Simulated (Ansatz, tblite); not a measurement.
**(HGaSe)4 cubane (Ga₄H₄Se₄): rung by rung**

One table from this session's results is given with a row withheld; the runs are named, their logs left out.

Program: Ansatz 0.2.0, Gaussian basis. Level of theory: as each input shows. These are calculated values, not measurements.

The runs, in order: GFN1-xTB, GFN2-xTB, PBE-D4/def2-TZVP, r2SCAN-D4/def2-TZVP, HF/def2-TZVP, BHLYP-D4/def2-TZVP, r2SCANh-D4/def2-TZVP, PBE-D4/def2-SVP, PBE0-D4/def2-SVP, CCSD(T)/def2-SVP, MP2/def2-TZVP, RPA/def2-TZVP.

## The geometry

The singlet was relaxed beforehand with PBE-D4/def2-SVP.

12 atoms, charge 0, spin multiplicity 1.

Bond lengths: Ga1–H2 1.568 Å, Ga1–Se3 2.505 Å, Ga1–Se6 2.505 Å, Ga1–Se9 2.505 Å, Se3–Ga4 2.505 Å, Se3–Ga10 2.505 Å, Ga4–H5 1.568 Å, Ga4–Se6 2.505 Å, Ga4–Se12 2.505 Å, Se6–Ga7 2.505 Å, Ga7–H8 1.568 Å, Ga7–Se9 2.505 Å, Ga7–Se12 2.505 Å, Se9–Ga10 2.505 Å, Ga10–H11 1.568 Å, Ga10–Se12 2.505 Å. Angles: H2–Ga1–Se3 118.8°, H2–Ga1–Se6 118.8°, H2–Ga1–Se9 118.8°, Se3–Ga1–Se6 98.8°, Se3–Ga1–Se9 98.8°, Se6–Ga1–Se9 98.8°, Ga1–Se3–Ga4 80.5°, Ga1–Se3–Ga10 80.5°, Ga4–Se3–Ga10 80.5°, Se3–Ga4–H5 118.8°, Se3–Ga4–Se6 98.8°, Se3–Ga4–Se12 98.8°, H5–Ga4–Se6 118.8°, H5–Ga4–Se12 118.8°, Se6–Ga4–Se12 98.8°, Ga1–Se6–Ga4 80.5°, Ga1–Se6–Ga7 80.5°, Ga4–Se6–Ga7 80.5° and more.

PBE0-D4/def2-TZVP was run before; its log isn't repeated, and its numbers join the tables.

Set-up of the first run:

Tight binding, by tblite at 300 K electronic temperature and without a spin-polarisation term:

```python
tblite.interface.Calculator('GFN1-xTB', numbers, positions, charge=0, uhf=0).singlepoint()
```

Tight binding, by tblite at 300 K electronic temperature and without a spin-polarisation term:

```python
tblite.interface.Calculator('GFN2-xTB', numbers, positions, charge=0, uhf=0).singlepoint()
```

start.molden holds the orbitals of an earlier run on this state, given as this run's starting guess.

in.yaml reads:

```yaml
crystal:
  periodic: [false, false, false]
  atoms:
    - {symbol: Ga, position_ang: [-0.395869, 0.532398, 1.867975]}
    - {symbol: H, position_ang: [-0.709356, 0.953210, 3.345548]}
    - {symbol: Se, position_ang: [1.137958, 1.968373, 0.504052]}
    - {symbol: Ga, position_ang: [1.949784, -0.293042, -0.204752]}
    - {symbol: H, position_ang: [3.492057, -0.524575, -0.367137]}
    - {symbol: Se, position_ang: [0.688081, -1.687124, 1.450414]}
    - {symbol: Ga, position_ang: [-0.968672, -1.675527, -0.428581]}
    - {symbol: H, position_ang: [-1.734966, -3.000962, -0.767112]}
    - {symbol: Se, position_ang: [-2.290689, 0.344533, 0.240069]}
    - {symbol: Ga, position_ang: [-0.585238, 1.436192, -1.234630]}
    - {symbol: H, position_ang: [-1.047715, 2.572345, -2.211284]}
    - {symbol: Se, position_ang: [0.464627, -0.625802, -2.194555]}
basis:
  gaussian: {orbitals: def2-TZVP, fitting: {mean_field: def2-universal-jkfit}, initial_orbitals: start.molden}
hamiltonian: {xc: pbe, dispersion: d4}
scf: {omitted_lower_state_checks: [starts]}
output: {forces: true, orbitals: {seedname: orbitals}}
```

Command:

```
> ansatz run in.yaml --threads 2 --pin off --events-out ev --progress --plain --max-ram 32768MiB --backend cuda --devices 0, --max-vram 18GiB
```

Steps of the session up to this table: PBE-D4/def2-TZVP; r2SCAN-D4/def2-TZVP; HF/def2-TZVP; BHLYP-D4/def2-TZVP; r2SCANh-D4/def2-TZVP; PBE-D4/def2-SVP; PBE0-D4/def2-SVP; CCSD(T)/def2-SVP; MP2/def2-TZVP; RPA/def2-TZVP.

One table of the session follows, with a row left open; its other results are not shown here.

It belongs to the step «Binding energy». 

| method | binding an atom (eV) |
| --- | --- |
| HF/def2-SVP | 2.005 |
| HF/def2-TZVP | 1.995 |
| PBE-D4/def2-SVP | 2.961 |
| PBE-D4/def2-TZVP | 2.941 |
| r2SCAN-D4/def2-TZVP | 2.968 |
| r2SCANh-D4/def2-TZVP | 2.952 |
| PBE0-D4/def2-SVP | ? |
| PBE0-D4/def2-TZVP | 2.933 |
| BHLYP-D4/def2-TZVP | 2.827 |
| MP2/def2-SVP | 2.806 |
| MP2/def2-TZVP | 2.966 |
| CCSD/def2-SVP | 2.645 |
| CCSD(T)/def2-SVP | 2.713 |

**Question.** Estimate the row for PBE0-D4/def2-SVP.

As computed: binding an atom (eV): 2.945. In the column «binding an atom (eV)» it lies between PBE-D4/def2-TZVP (2.941) and r2SCANh-D4/def2-TZVP (2.952).

Caveats from the session: Free atoms were run apart at each level; binding is atoms less cluster, divided by the number of atoms, without zero-point or spin-orbit terms.
